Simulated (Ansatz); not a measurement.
# TiH (quartet): wave-function methods side by side at distance Ti1–H2 = 4.635 Å, def2-TZVPP

One table from this session's results is given with a row withheld; the runs are named, their logs left out.

Method: def2-TZVPP, core rule «outside noble gas», up to 9 orbitals frozen; program: Ansatz 0.2.0, Gaussian basis.

To be run: UHF; CCSD(T) on ROHF; CCSD(T) on UHF.

22 further runs of the same task are left out: 16 for a known fault of the program, 6 that didn't finish.

### The system

The geometry derives from a PBE0/def2-TZVP stationary point (not a proven minimum). One bond is set to the value named and the two fragments are kept rigid.

2 atoms, charge 0, spin multiplicity 4.

Atoms are counted from 1 here; the program's logs count them from 0.

No contacts short enough for the rule that draws bonds.

Set-up of the first run:

in.yaml reads:

```yaml
crystal:
  periodic: [false, false, false]
  atoms:
    - {symbol: Ti, position_ang: [0.000000, 0.000000, 0.000000]}
    - {symbol: H, position_ang: [0.000000, 0.000000, 4.635000]}
basis:
  gaussian: {orbitals: def2-TZVPP}
magnetization: {spin_polarized: true, initial_magnetization: 3}
hamiltonian: {xc: hf}
output: {orbitals: {seedname: orbitals}}
```

Run with:

```sh
> ansatz run in.yaml --threads 1 --pin off --events-out ev --progress --plain --max-ram 4096MiB --backend cpu
```

Steps of the session up to this table: UHF; CCSD(T) on ROHF; CCSD(T) on UHF.

One of the session's tables, all rows but one given; the rest of the session is left out.

| method | from RCCSD(T) (kJ/mol) |
| --- | --- |
| ROHF | +144.3 |
| UHF | +130.8 |
| RMP2 | +38.2 |
| UMP2 | +29.5 |
| RCCSD | +4.8 |
| UCCSD | -6.0 |
| RCCSD(T) | 0 |
| UCCSD(T) | ? |

**Question.** Estimate the row for UCCSD(T).

As computed: from RCCSD(T) (kJ/mol): -10.6. In the column «from RCCSD(T) (kJ/mol)» it is the lowest.

Limits of these values: Restricted and unrestricted rows rest on different reference determinants; where their highest levels disagree by more than a few hundredths of an eV, they describe different states and don't form one ladder.
